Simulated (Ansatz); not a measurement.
# AlBrH3OSi: the cost of one run

Method: UKS B3LYP-D4/def2-SVP; program: Ansatz 0.2.0.

1 further run of the same task is left out (set aside as unsound or not needed).

### 1 Where the work starts

SMILES `[SiH3][O][Al][Br]`, 7 atoms, charge 0, spin multiplicity 2.

Atoms are counted from 1 here; the program's logs count them from 0.

Bond lengths: Si1–O2 1.669 Å, Si1–H5 1.505 Å, Si1–H6 1.505 Å, Si1–H7 1.505 Å, O2–Al3 1.709 Å, Al3–Br4 2.295 Å. Angles: O2–Si1–H5 110.3°, O2–Si1–H6 109.9°, O2–Si1–H7 109.8°, H5–Si1–H6 109.0°, H5–Si1–H7 109.0°, H6–Si1–H7 109.0°, Si1–O2–Al3 175.7°, O2–Al3–Br4 120.4°.

Geometry (Å):

```csv
atom,x (Å),y (Å),z (Å)
Si1,0.2269,1.1412,0.0673
O2,0.1730,-0.5014,0.3575
Al3,0.0204,-2.1897,0.5713
Br4,-1.0945,-3.4603,-0.9810
H5,-0.5093,1.4706,-1.2035
H6,-0.4126,1.8836,1.2097
H7,1.6575,1.5880,-0.0668
```

### 2 Relaxation

input.yaml

```yaml
crystal:
  periodic: [false, false, false]
  atoms:
    - { symbol: Si, position_ang: [0.226897, 1.141236, 0.067345] }
    - { symbol: O, position_ang: [0.173008, -0.501443, 0.357525] }
    - { symbol: Al, position_ang: [0.020354, -2.189665, 0.571292] }
    - { symbol: Br, position_ang: [-1.094549, -3.460296, -0.981049] }
    - { symbol: H, position_ang: [-0.509347, 1.470606, -1.203531] }
    - { symbol: H, position_ang: [-0.412629, 1.883553, 1.209707] }
    - { symbol: H, position_ang: [1.657466, 1.58801, -0.066789] }
magnetization:
  spin_polarized: true
  initial_magnetization: 1
basis:
  gaussian: { orbitals: def2-SVP }
hamiltonian:
  xc: { name: B3LYP }
  dispersion: d4
output:
  forces: true
relax:
  f_tol: 0.003
  max_steps: 120
```

Run with:

```sh
ansatz run input.yaml --threads 1 --pin off --max-ram 2560MiB --backend cpu --events-out ev --progress --plain --runs-dir out
```

**Question.** How long does this run take on 1 thread of Arm Neoverse V2, shared host, and how much memory does it need?

About 66 s, with a peak of 0.31 GiB.
